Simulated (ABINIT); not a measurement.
Input of an ABINIT 10.8.3 (patched build) run:

run.abi

```
# Pseudopotentials
pp_dirpath "./"
pseudos "Mo.GGA_PBE-JTH.xml, Se.GGA_PBE-JTH.xml"

# Structure
acell 3*1.0
rprim
     6.5586131044     0.0000000000     0.0000000000
    -3.2793065617     5.6799255676     0.0000000000
     0.0000000000     0.0000000000     8.2633855916
ntypat 2
znucl 42 34
natom 2
typat 1 2
xred
     0.6638880000     0.3374930000     0.0198780000
     0.3549630000     0.6864620000     0.1184120000
chkprim 0
chksymtnons 0
tolsym 1.0e-6

# Plane-wave basis
ecut 15.0
pawecutdg 30.0
pawxcdev 0
pawovlp 30

# k points
kptopt 1
ngkpt 9 9 6
nshiftk 1
shiftk 0.0 0.0 0.0

# Exchange and correlation
ixc 11

# Bands and occupations
nband 14
occopt 3
tsmear 0.05 eV

# SCF cycle
nstep 100
tolvrs 1.0e-9

# Output
iomode 3
prtwf 0
prtden 0
prteig 0
prtebands 0
enunit 2
```

Potentials or basis: JTH PAW PBE v2.0.

Launch:

```sh
$ abinit run.abi > log 2>&1
```

Task: What does it give for the largest force?

Result: 7.788 eV/Å.

Task: Predict the pressure.

Result: 70.6 GPa.

Task: What does it give for the band gap on the k mesh?

Result: None (metal or under the smearing width).

Stress tensor (GPa, compression positive):
```
 91.54 -14.56  -3.56
-14.56 116.40  -3.37
 -3.56  -3.37   3.91
```

Caveat: the cell as given lies far from equilibrium; the atomic spheres overlap.
